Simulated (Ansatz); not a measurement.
Crystal: HfGe.

```
Hf Ge
1.0
     3.50084    0.00000    0.00000
     0.00000    3.50084    0.00000
     0.00000    0.00000    3.50084
Hf Ge
1 1
Direct
  0.00000 0.00000 0.00000
  0.50000 0.50000 0.50000
```

The cell was built by a generator and needn't be a form met in nature.

Base run:

```yaml
Program: Ansatz 0.2.0
Functional: PBEsol
Potentials_or_basis: Ansatz PAW
Cutoff: 420 eV
Density_cutoff: 1680 eV
k_mesh: 6 × 6 × 6
Occupations: fermi-dirac, width 0.05 eV
Spin: spin-orbit coupling, no magnetisation
```

Its results: band gap on the k mesh none (metal or under the smearing width); pressure -15.6 GPa.

Problem. After a change of settings the same cell gave: band gap on the k mesh none (metal or under the smearing width); pressure -11.9 GPa. Which change was it?
A. functional from PBEsol to LDA
B. k mesh from 6 × 6 × 6 to 8 × 8 × 8; spin from spin-orbit coupling, no magnetisation to no spin polarisation; potential files from those of the base run to others of the same set
C. functional from PBEsol to PBE

Solution. C.

PBE binds less tightly than PBEsol, so the same cell stands under more pressure.

Caveats: so large a pressure means that the cell lies far from this level's equilibrium, or that cutoff or potentials fall short (some runs); the PAW data sets come from PBE, with cores solved anew for the run's functional, which leaves a small shift of forces and pressure (some runs).

Not every run made on this cell is shown here.
